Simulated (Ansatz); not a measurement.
**CH5NbO3: small, medium and large basis sets**

The task here is to estimate one member of a computed series from the others.

The runs use Ansatz 0.2.0, Gaussian basis; one geometry, several basis sets.

Plan: PBE0-D4/def2-SVP; ωB97M-V/def2-SVP; PBE0-D4/def2-QZVPP; ωB97M-V/def2-QZVPP; the functionals' def2-TZVPP values are taken from earlier runs.

**Structure used throughout**

An earlier PBE0-D4 in a triple-zeta def2 set relaxation fixed the geometry. Nb takes the def2 core potential; no spin-orbit term is included.

10 atoms, charge 0, spin multiplicity 1.

Atoms are counted from 1 here; the program's logs count them from 0.

Bond lengths: C1–Nb2 2.157 Å, C1–H6 1.094 Å, C1–H7 1.095 Å, C1–H8 1.094 Å, Nb2–O3 1.697 Å, Nb2–O4 1.897 Å, Nb2–O5 1.897 Å, O4–H9 0.958 Å, O5–H10 0.958 Å. Angles: Nb2–C1–H6 110.4°, Nb2–C1–H7 110.6°, Nb2–C1–H8 110.4°, H6–C1–H7 108.8°, H6–C1–H8 107.9°, H7–C1–H8 108.8°, C1–Nb2–O3 105.0°, C1–Nb2–O4 107.9°, C1–Nb2–O5 107.9°, O3–Nb2–O4 111.0°, O3–Nb2–O5 111.0°, O4–Nb2–O5 113.5°, Nb2–O4–H9 130.8°, Nb2–O5–H10 130.8°.

The first run:

in.yaml reads:

```yaml
crystal:
  periodic: [false, false, false]
  atoms:
    - {symbol: C, position_ang: [-0.863604, -0.984540, -0.840410]}
    - {symbol: Nb, position_ang: [0.438976, 0.253260, 0.353225]}
    - {symbol: O, position_ang: [1.674985, -0.785368, 0.874908]}
    - {symbol: O, position_ang: [-0.565058, 0.909080, 1.822795]}
    - {symbol: O, position_ang: [1.126710, 1.623355, -0.763771]}
    - {symbol: H, position_ang: [-1.259640, -1.810084, -0.241371]}
    - {symbol: H, position_ang: [-1.701976, -0.397718, -1.228856]}
    - {symbol: H, position_ang: [-0.314477, -1.414470, -1.683501]}
    - {symbol: H, position_ang: [-0.474340, 0.750624, 2.763204]}
    - {symbol: H, position_ang: [2.021726, 1.804661, -1.053220]}
basis:
  gaussian: {orbitals: def2-SVP}
hamiltonian: {xc: pbe0, dispersion: d4}
output: {orbitals: {seedname: orbitals}}
```

Among the steps run: PBE0-D4 in def2-SVP; ωB97M-V in def2-SVP; PBE0-D4 in def2-QZVPP; ωB97M-V in def2-QZVPP.

One of the session's tables, all rows but one given; the rest of the session is left out.

It belongs to the step «Density functionals: the series». 

| functional | basis | HOMO (eV) |
| --- | --- | --- |
| PBE0-D4 | def2-SVP | -8.08 |
| PBE0-D4 | def2-TZVPP | ? |
| PBE0-D4 | def2-QZVPP | -8.15 |
| ωB97M-V | def2-SVP | -10.39 |
| ωB97M-V | def2-TZVPP | -10.43 |
| ωB97M-V | def2-QZVPP | -10.46 |

**Question.** Estimate the row for PBE0-D4, def2-TZVPP.

**Answer.** HOMO (eV): -8.12. In the column «HOMO (eV)» it lies between PBE0-D4, def2-QZVPP (-8.15) and PBE0-D4, def2-SVP (-8.08).
